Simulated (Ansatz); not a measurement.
**C2H7BSe: basis-set convergence**

Aim: see how fast density functionals converge with the basis set for C2H7BSe.

Program: Ansatz 0.2.0, Gaussian basis. Level of theory: one geometry, several basis sets. These are calculated values, not measurements.

Levels to be run: PBE0-D4/def2-SVP; ωB97M-V/def2-SVP; PBE0-D4/def2-QZVPP; ωB97M-V/def2-QZVPP; the functionals' def2-TZVPP values are taken from earlier runs.

## Step 1: The geometry

All runs share one geometry, relaxed beforehand with PBE0-D4 in a triple-zeta def2 set.

SMILES `CB(C)[SeH]`, 11 atoms, charge 0, spin multiplicity 1.

Atoms are counted from 1 here; the program's logs count them from 0.

Bond lengths: C1–B2 1.567 Å, C1–H5 1.091 Å, C1–H6 1.097 Å, C1–H7 1.095 Å, B2–C3 1.564 Å, B2–Se4 1.936 Å, C3–H8 1.095 Å, C3–H9 1.098 Å, C3–H10 1.091 Å, Se4–H11 1.469 Å. Angles: B2–C1–H5 115.6°, B2–C1–H6 108.5°, B2–C1–H7 110.5°, H5–C1–H6 107.6°, H5–C1–H7 108.5°, H6–C1–H7 105.6°, C1–B2–C3 121.6°, C1–B2–Se4 116.4°, C3–B2–Se4 122.0°, B2–C3–H8 111.4°, B2–C3–H9 107.8°, B2–C3–H10 115.3°, H8–C3–H9 105.7°, H8–C3–H10 108.8°, H9–C3–H10 107.3°, B2–Se4–H11 97.6°.

## Step 2: PBE0-D4 in def2-SVP

in.yaml reads:

```yaml
crystal:
  periodic: [false, false, false]
  atoms:
    - {symbol: C, position_ang: [0.048868, 1.290210, -0.851628]}
    - {symbol: B, position_ang: [-0.139328, -0.144595, -0.251626]}
    - {symbol: C, position_ang: [0.328511, -0.492651, 1.200043]}
    - {symbol: Se, position_ang: [-0.956559, -1.462652, -1.410182]}
    - {symbol: H, position_ang: [-0.164465, 1.387491, -1.917403]}
    - {symbol: H, position_ang: [-0.613391, 1.981799, -0.315713]}
    - {symbol: H, position_ang: [1.065632, 1.653407, -0.666494]}
    - {symbol: H, position_ang: [0.131738, 0.332898, 1.891502]}
    - {symbol: H, position_ang: [1.419989, -0.612250, 1.182295]}
    - {symbol: H, position_ang: [-0.090573, -1.409140, 1.617275]}
    - {symbol: H, position_ang: [-0.965120, -2.581417, -0.457569]}
basis:
  gaussian: {orbitals: def2-SVP}
hamiltonian: {xc: pbe0, dispersion: d4}
output: {orbitals: {seedname: orbitals}}
```

On the command line:

```bash
$ ansatz run in.yaml --threads 4 --pin off --events-out ev --progress --plain --max-ram 10444MiB
```

After this run come: ωB97M-V in def2-SVP; PBE0-D4 in def2-QZVPP; ωB97M-V in def2-QZVPP.

Before running them: what should the planned runs give, taken together? Wanted: PBE0-D4: double and triple zeta above quadruple; ωB97M-V: double and triple zeta above quadruple.

**Answer**, as computed:

```
                                       quantity           value
PBE0-D4: double and triple zeta above quadruple  12.60, 1.54 eV
ωB97M-V: double and triple zeta above quadruple  12.74, 1.49 eV
```

In words: For PBE0-D4 the step from double to triple zeta gains 11.05 eV and the next only 1.54 eV. These are total energies; as a rule much of such shifts cancels in differences, which this series doesn't test.
